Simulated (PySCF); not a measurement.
# CH7NOSi2: the cost of one run

The runs use PySCF 2.14.0, with density-fitted response routines of our own; the level of theory stands in each step. All values are computed, except where a source is named. Atoms are numbered from 0 throughout.

**1. The starting structure**

12 atoms, charge 0, multiplicity 1; geometry from: GFN2-xTB.

Bonds of the start (Å): O0–C1 1.21, C1–N2 1.33, N2–Si3 1.78, Si3–Si4 2.31, C1–H5 1.11, N2–H6 1.01, Si3–H7 1.47, Si3–H8 1.47, Si4–H9 1.46, Si4–H10 1.46, Si4–H11 1.49.

**2. TDDFT and polarisability: wB97X-D/def2-SVPD**

Job settings and geometry (Å):

```
{"job": {"kind": "uv", "xc": "wB97X-D", "basis": "def2-SVPD", "nstates": 8, "ntriplets": 3}, "charge": 0, "multiplicity": 1}
O      0.648359     1.539534    -0.585327
C      1.557077     0.763699    -0.376314
N      1.401334    -0.479924     0.073497
Si    -0.217398    -1.138499     0.420566
Si    -1.679676     0.571498    -0.094641
H      2.605330     1.063624    -0.557540
H      2.238829    -1.023405     0.204762
H     -0.191224    -2.371871    -0.381657
H     -0.042207    -1.585509     1.811482
H     -1.575509     1.732977     0.783451
H     -1.717760     0.914948    -1.513232
H     -3.025956     0.012244     0.188925
```

With the program's defaults for keys left out, this is: TDDFT wB97X-D/def2-SVPD, vertical, gas phase, core orbitals frozen in the response.

On the command line:

```console
$ OMP_NUM_THREADS=1 python probes_run.py task.json out
```

This one command runs all jobs of the session in turn.

Q: Estimate the wall time and peak memory of this first job on 1 thread of Arm Neoverse N1, shared host.

About 50 s, with a peak of 0.78 GiB.
